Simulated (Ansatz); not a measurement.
# BrFGeH+ (SMILES [F][GeH+][Br]): one structure at several levels

The task here is to estimate one member of a computed series from the others.

Method: single points in def2-TZVPP; program: Ansatz 0.2.0, Gaussian basis.

Cores are frozen in the correlated methods. Filled d shells of the heavier atoms are correlated.

## Starting geometry

SMILES `[F][GeH+][Br]`, 4 atoms, charge 1, spin multiplicity 1.

Atoms are counted from 1 here; the program's logs count them from 0.

Bond lengths: F1–Ge2 1.654 Å, Ge2–Br3 2.262 Å, Ge2–H4 1.585 Å. Angles: F1–Ge2–Br3 116.9°, F1–Ge2–H4 112.8°, Br3–Ge2–H4 130.2°.

As a file:

```xyz
4

F    -1.63000   -0.22290    0.16610
Ge   -0.02010    0.11150   -0.01320
Br    1.43550   -1.49560    0.63050
H     0.24290    1.51250   -0.70550
```

The first run:

run/in.yaml

```yaml
crystal:
  periodic: [false, false, false]
  atoms:
    - {symbol: F, position_ang: [-1.630000, -0.222900, 0.166100]}
    - {symbol: Ge, position_ang: [-0.020100, 0.111500, -0.013200]}
    - {symbol: Br, position_ang: [1.435500, -1.495600, 0.630500]}
    - {symbol: H, position_ang: [0.242900, 1.512500, -0.705500]}
basis:
  gaussian: {orbitals: def2-TZVPP}
total_charge: 1
correlation: {method: ccsd_t}
output: {forces: true}
```

No record of the launch command was kept for these runs.

Steps of the session up to this table: CCSD(T)/def2-TZVPP; PBE0-D4/def2-TZVPP; wB97M-V/def2-TZVPP; r2SCAN-D4/def2-TZVPP; PBE-D4/def2-TZVPP; BLYP-D4/def2-TZVPP; LC-wPBE/def2-TZVPP.

One table of the session follows, with a row left open; its other results are not shown here.

| method | RMS force component (eV/Å) | angle to CCSD(T) forces (°) |
| --- | --- | --- |
| CCSD(T) | 0.770 | reference |
| PBE0-D4 | ? | ? |
| wB97M-V | 0.828 | 2.1 |
| r2SCAN-D4 | 0.773 | 4.2 |
| PBE-D4 | 0.897 | 23.3 |
| BLYP-D4 | 0.961 | 31.9 |
| LC-wPBE | 0.877 | 7.8 |

**Question.** Estimate the row for PBE0-D4.

**Answer.** RMS force component (eV/Å): 0.756; angle to CCSD(T) forces (°): 3.8. In the column «RMS force component (eV/Å)» it is the lowest.
